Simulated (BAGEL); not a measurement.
# A workflow on GeH4O2 (SMILES [OH][GeH2][OH])

Aim: a single-point energy (HF/cc-pVDZ), then a single-point energy (NEVPT2(2,2)/cc-pVDZ), then the energy (CASPT2(2,2)/cc-pVDZ) of GeH4O2. 

The results are computed with BAGEL 1.2.2.

1 further run of the same task is left out (set aside as unsound or not needed).

### Step 1. The structure to begin with

GeH4O2 has 7 atoms, charge 0, and is taken as a singlet. As SMILES, `[OH][GeH2][OH]`. The O3–H7 distance was set to 1.823 Å, away from the relaxed value. At this shape a bond of the SMILES string is far longer than usual.

Bond lengths: O1–Ge2 1.776 Å, Ge2–O3 1.773 Å, O1–H4 0.959 Å, Ge2–H5 1.543 Å, Ge2–H6 1.525 Å. Angles: O1–Ge2–O3 110.8°, O1–Ge2–H5 108.6°, O1–Ge2–H6 106.6°, O3–Ge2–H5 109.7°, O3–Ge2–H6 104.9°, Ge2–O1–H4 113.3°, H5–Ge2–H6 116.1°.

### Step 2. The energy at HF/cc-pVDZ (density fitting with svp-jkfit) (run 1)

The input, job.json:

```json
{ "bagel" : [

{
  "title" : "molecule",
  "basis" : "cc-pvdz.json",
  "df_basis" : "svp-jkfit",
  "angstrom" : true,
  "geometry" : [
    { "atom" : "O", "xyz" : [   -1.741679,   -0.113331,    0.595057 ] },
    { "atom" : "Ge", "xyz" : [   -0.226879,    0.679669,    1.074257 ] },
    { "atom" : "O", "xyz" : [    1.097021,   -0.496231,    1.169557 ] },
    { "atom" : "H", "xyz" : [   -1.885279,   -0.116031,   -0.353143 ] },
    { "atom" : "H", "xyz" : [    0.113021,    1.763169,    0.029857 ] },
    { "atom" : "H", "xyz" : [   -0.422879,    1.165769,    2.506257 ] },
    { "atom" : "H", "xyz" : [    1.625600,   -1.135200,   -0.453800 ] }
  ]
},
{
  "title" : "hf"
},
{
  "title" : "print",
  "file" : "orbitals.molden",
  "orbitals" : true
}

]}
```

The basis set cc-pVDZ is read from a file made from the Basis Set Exchange's data (not shown).

Run with:

```sh
BAGEL_NUM_THREADS=1 BAGEL job.json > job.out
```

The program printed:

```text
* using 1 threads per process

  ===============================================================
  ===============================================================

  *** Geometry ***

  { "atom" : "O", "xyz" : [     -3.291296,     -0.214165,      1.124495 ] },
  { "atom" : "Ge", "xyz" : [     -0.428739,      1.284388,      2.030052 ] },
  { "atom" : "O", "xyz" : [      2.073069,     -0.937741,      2.210142 ] },
  { "atom" : "H", "xyz" : [     -3.562661,     -0.219267,     -0.667344 ] },
  { "atom" : "H", "xyz" : [      0.213579,      3.331907,      0.056422 ] },
  { "atom" : "H", "xyz" : [     -0.799125,      2.202984,      4.736139 ] },
  { "atom" : "H", "xyz" : [      3.071939,     -2.145217,     -0.857558 ] },

  Number of auxiliary basis functions:      492

  Since a DF basis is specified, we compute 2- and 3-index integrals:
    o Being stored without compression. Storage requirement is 0.022 GB

  Number of basis functions:       75
  Number of electrons      :       52

    * METHOD: MOLECULE                             0.26

  *** RHF ***

  === Nuclear Repulsion ===
   215.7206988065

      * DIIS with orbital gradients will be used.

  === RHF iteration (cc-pvdz.json) ===
      0      -2226.80177936          0.02418857           0.07
      1      -2226.83861886          0.02649631           0.07
      2      -2227.22861412          0.00323481           0.07
      3      -2227.23490693          0.00158751           0.07
      4      -2227.23720187          0.00044838           0.07
      5      -2227.23748667          0.00011453           0.07
      6      -2227.23751245          0.00004319           0.07
      7      -2227.23751548          0.00001555           0.07
      8      -2227.23751586          0.00001073           0.07
      9      -2227.23751603          0.00000637           0.07
     10      -2227.23751615          0.00000441           0.07
     11      -2227.23751619          0.00000224           0.07
     12      -2227.23751621          0.00000086           0.07
     13      -2227.23751621          0.00000046           0.07
     14      -2227.23751621          0.00000030           0.06
     15      -2227.23751621          0.00000021           0.06
     16      -2227.23751621          0.00000010           0.06
     17      -2227.23751621          0.00000005           0.06
     18      -2227.23751621          0.00000003           0.06
     19      -2227.23751621          0.00000002           0.06
     20      -2227.23751621          0.00000001           0.06
     21      -2227.23751621          0.00000001           0.06
    * SCF iteration converged.

    * Permanent dipole moment:
           (   -0.161810,    -0.434677,     1.098377) a.u.

    * METHOD: HF                                   1.67

    * METHOD: PRINT                                0.02

  ===============================================================
```

Run time: 2.1 s. Hardware: 1 thread of Arm Neoverse V1, shared host; peak memory 0.15 GiB.

### Step 3. The energy at NEVPT2(2,2)/cc-pVDZ (density fitting with svp-jkfit) (run 2)

The input, job.json:

```json
{ "bagel": [

{
  "title": "molecule",
  "basis": "cc-pvdz.json",
  "df_basis": "svp-jkfit",
  "angstrom": true,
  "geometry": [
    { "atom": "O", "xyz": [   -1.741679,   -0.113331,    0.595057 ] },
    { "atom": "Ge", "xyz": [   -0.226879,    0.679669,    1.074257 ] },
    { "atom": "O", "xyz": [    1.097021,   -0.496231,    1.169557 ] },
    { "atom": "H", "xyz": [   -1.885279,   -0.116031,   -0.353143 ] },
    { "atom": "H", "xyz": [    0.113021,    1.763169,    0.029857 ] },
    { "atom": "H", "xyz": [   -0.422879,    1.165769,    2.506257 ] },
    { "atom": "H", "xyz": [    1.625600,   -1.135200,   -0.453800 ] }
  ]
},
{ "title": "hf" },
{ "title": "casscf", "nstate": 1, "nact": 2, "nclosed": 25, "active": [26, 27], "maxiter": 200, "natocc": true },
{ "title": "nevpt2", "nstate": 1, "nact": 2, "nclosed": 25, "active": [26, 27], "maxiter": 200, "natocc": true, "ncore": 11 },
{ "title": "print", "file": "orbitals.molden", "orbitals": true }

]}
```

The basis set cc-pVDZ is read from a file made from the Basis Set Exchange's data (not shown).

Run with:

```sh
BAGEL_NUM_THREADS=1 BAGEL job.json > job.out
```

The program printed:

```text
* using 1 threads per process

  ===============================================================
  ===============================================================

  *** Geometry ***

  { "atom" : "O", "xyz" : [     -3.291296,     -0.214165,      1.124495 ] },
  { "atom" : "Ge", "xyz" : [     -0.428739,      1.284388,      2.030052 ] },
  { "atom" : "O", "xyz" : [      2.073069,     -0.937741,      2.210142 ] },
  { "atom" : "H", "xyz" : [     -3.562661,     -0.219267,     -0.667344 ] },
  { "atom" : "H", "xyz" : [      0.213579,      3.331907,      0.056422 ] },
  { "atom" : "H", "xyz" : [     -0.799125,      2.202984,      4.736139 ] },
  { "atom" : "H", "xyz" : [      3.071939,     -2.145217,     -0.857558 ] },

  Number of auxiliary basis functions:      492

[... 21 lines left out ...]
    * SCF iteration converged.
[... 1 line left out ...]
    * Permanent dipole moment:
[... 27 lines left out ...]
    * Second-order optimization converged. *
[... 1 line left out ...]
     guess   0:   closed 1.                   open ..

  === FCI iteration ===

      0  0     -2227.22873404     1.07e-01      0.00
      1  0     -2227.31832170     2.22e-02      0.00
      2  0 *   -2227.32257414     1.15e-15      0.00

     * ci vector, state   0, <S^2> = 0.0000
       2.     0.9154503166
       .2    -0.4024310100

    * METHOD: CASSCF                               5.42

    * freezing 11 orbitals

  === DF-NEVPT2 calculation ===

    * 3-index integral transformation done
    * assembly done

      NEVPT2 correlation energy:   -0.4604036002      0.14

          (+0)     -0.3913566712
          (+0)'    -0.0201431166
          (+1)     -0.0100518616
          (+1)'    -0.0000000000
          (+2)     -0.0004649618
          (-1)     -0.0366832175
          (-1)'     0.0000000000
          (-2)     -0.0017037713

      NEVPT2 total energy:       -2227.7829777352

    * METHOD: NEVPT2                               0.27

    * METHOD: PRINT                                0.02

  ===============================================================
```

Wall time 7.8 s (1 thread of Arm Neoverse V1, shared host); peak memory 0.15 GiB.

### Step 4. The energy at CASPT2(2,2)/cc-pVDZ (density fitting with svp-jkfit) (run 3)

The input, calc.json:

```json
{ "bagel": [

{
  "title": "molecule",
  "basis": "cc-pvdz.json",
  "df_basis": "svp-jkfit",
  "angstrom": "true",
  "geometry": [
    { "atom": "O", "xyz": [      -1.741679,      -0.113331,       0.595057 ] },
    { "atom": "Ge", "xyz": [      -0.226879,       0.679669,       1.074257 ] },
    { "atom": "O", "xyz": [       1.097021,      -0.496231,       1.169557 ] },
    { "atom": "H", "xyz": [      -1.885279,      -0.116031,      -0.353143 ] },
    { "atom": "H", "xyz": [       0.113021,       1.763169,       0.029857 ] },
    { "atom": "H", "xyz": [      -0.422879,       1.165769,       2.506257 ] },
    { "atom": "H", "xyz": [       1.625600,      -1.135200,      -0.453800 ] }
  ]
},

{ "title": "hf" },

{ "title": "casscf", "nstate": 1, "nact": 2, "nclosed": 25, "active": [26, 27], "maxiter": 200, "natocc": "true" },

{ "title": "print", "file": "orbitals.molden", "orbitals": "true" },

{ "title": "smith", "method": "caspt2", "ms": "true", "xms": "true", "sssr": "true", "shift": 0.2, "shift_imag": "true", "ncore": 11 }

]}
```

The basis set cc-pVDZ is read from a file made from the Basis Set Exchange's data (not shown).

Run with:

```sh
BAGEL_NUM_THREADS=1 BAGEL calc.json > calc.out
```

The program printed:

```text
* using 1 threads per process

  ===============================================================
  ===============================================================

  *** Geometry ***

  { "atom" : "O", "xyz" : [     -3.291296,     -0.214165,      1.124495 ] },
  { "atom" : "Ge", "xyz" : [     -0.428739,      1.284388,      2.030052 ] },
  { "atom" : "O", "xyz" : [      2.073069,     -0.937741,      2.210142 ] },
  { "atom" : "H", "xyz" : [     -3.562661,     -0.219267,     -0.667344 ] },
  { "atom" : "H", "xyz" : [      0.213579,      3.331907,      0.056422 ] },
  { "atom" : "H", "xyz" : [     -0.799125,      2.202984,      4.736139 ] },
  { "atom" : "H", "xyz" : [      3.071939,     -2.145217,     -0.857558 ] },

  Number of auxiliary basis functions:      492

[... 21 lines left out ...]
    * SCF iteration converged.
[... 1 line left out ...]
    * Permanent dipole moment:
[... 27 lines left out ...]
    * Second-order optimization converged. *
[... 9 lines left out ...]
     * ci vector, state   0, <S^2> = 0.0000
[... 16 lines left out ...]
    * Zeroth order energy : state  0       -0.6519440571
[... 4 lines left out ...]
       #      aibj      arbs      arbi      airj      risj      airs      arst      rist         Etot      error   time
[... 2 lines left out ...]
       0  -0.38985  -0.00212  -0.03860  -0.01067  -0.00064  -0.02055  -0.00000  -0.00000   -0.4624248  0.0008149   0.10
       1  -0.38989  -0.00212  -0.03868  -0.01070  -0.00065  -0.02068  -0.00000  -0.00000   -0.4627320  0.0000722   0.09
       2  -0.38990  -0.00212  -0.03868  -0.01070  -0.00065  -0.02069  -0.00000  -0.00000   -0.4627352  0.0000112   0.09
       3  -0.38990  -0.00212  -0.03868  -0.01070  -0.00065  -0.02069  -0.00000  -0.00000   -0.4627353  0.0000020   0.09
       4  -0.38990  -0.00212  -0.03868  -0.01070  -0.00065  -0.02069   0.00000  -0.00000   -0.4627353  0.0000003   0.10

      ------------------------------------------------------------------------------------------------------------------

    * CASPT2 energy : state  0    -2227.7873825785
        w/o shift correction      -2227.7853093943
        reference weight              0.8788005863

    * METHOD: SMITH                                0.71

  ===============================================================
```

It took 8.4 s on 1 thread of Arm Neoverse V1, shared host; peak memory 0.17 GiB.

### Step 5. What came out

```
                                quantity           value
         run 1, HF/cc-pVDZ: total energy  -2227.23752 Eh
        run 1, HF/cc-pVDZ: dipole moment          3.03 D
          run 1, HF/cc-pVDZ: HOMO energy       -11.63 eV
          run 1, HF/cc-pVDZ: LUMO energy        -0.24 eV
        run 1, HF/cc-pVDZ: HOMO–LUMO gap        11.39 eV
run 2, NEVPT2(2,2)/cc-pVDZ: total energy  -2227.78298 Eh
run 3, CASPT2(2,2)/cc-pVDZ: total energy  -2227.78738 Eh
```
